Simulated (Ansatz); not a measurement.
**F₂GaHSe: how energies converge with the basis set**

One table from this session's results is given with a row withheld; the runs are named, their logs left out.

Program: Ansatz 0.2.0, Gaussian basis. Level of theory: one geometry, several basis sets. These are calculated values, not measurements.

The runs, in order: PBE0-D4/def2-SVP; ωB97M-V/def2-SVP; PBE0-D4/def2-QZVPP; ωB97M-V/def2-QZVPP; the functionals' def2-TZVPP values are taken from earlier runs.

## Structure used throughout

An earlier PBE0-D4 in a triple-zeta def2 set relaxation fixed the geometry.

SMILES `[F][Ga]([F])[SeH]`, 5 atoms, charge 0, spin multiplicity 1.

Atoms are counted from 1 here; the program's logs count them from 0.

Bond lengths: F1–Ga2 1.738 Å, Ga2–F3 1.740 Å, Ga2–Se4 2.287 Å, Se4–H5 1.470 Å. Angles: F1–Ga2–F3 114.8°, F1–Ga2–Se4 122.2°, F3–Ga2–Se4 123.1°, Ga2–Se4–H5 89.9°.

Coordinates:

```
F    -0.1978   -1.5244    1.7040
Ga    0.1859   -0.4044    0.4311
F     1.8877   -0.1732    0.1524
Se   -1.4328    0.6724   -0.7728
H    -0.3931    1.3561   -1.5561
```

Set-up of the first run:

in.yaml

```yaml
crystal:
  periodic: [false, false, false]
  atoms:
    - {symbol: F, position_ang: [-0.197808, -1.524425, 1.703966]}
    - {symbol: Ga, position_ang: [0.185880, -0.404359, 0.431150]}
    - {symbol: F, position_ang: [1.887728, -0.173248, 0.152387]}
    - {symbol: Se, position_ang: [-1.432795, 0.672358, -0.772811]}
    - {symbol: H, position_ang: [-0.393105, 1.356074, -1.556091]}
basis:
  gaussian: {orbitals: def2-SVP}
hamiltonian: {xc: pbe0, dispersion: d4}
output: {orbitals: {seedname: orbitals}}
```

Started as:

```
ansatz run in.yaml --threads 2 --pin off --events-out ev --progress --plain --max-ram 32768MiB --backend cpu
```

Steps of the session up to this table: PBE0-D4 in def2-SVP; ωB97M-V in def2-SVP; PBE0-D4 in def2-QZVPP; ωB97M-V in def2-QZVPP.

One table of the session follows, with a row left open; its other results are not shown here.

It belongs to the step «Density functionals: the series». 

| functional | basis | HOMO (eV) | LUMO (eV) |
| --- | --- | --- | --- |
| PBE0-D4 | def2-SVP | -8.06 | -1.61 |
| PBE0-D4 | def2-TZVPP | ? | ? |
| PBE0-D4 | def2-QZVPP | -8.19 | -1.84 |
| ωB97M-V | def2-SVP | -10.18 | 0.33 |
| ωB97M-V | def2-TZVPP | -10.32 | 0.15 |
| ωB97M-V | def2-QZVPP | -10.34 | -0.09 |

Q: Estimate the row for PBE0-D4, def2-TZVPP from the others.

**Answer.** HOMO (eV): -8.17; LUMO (eV): -1.75. In the column «HOMO (eV)» it lies between PBE0-D4, def2-QZVPP (-8.19) and PBE0-D4, def2-SVP (-8.06).
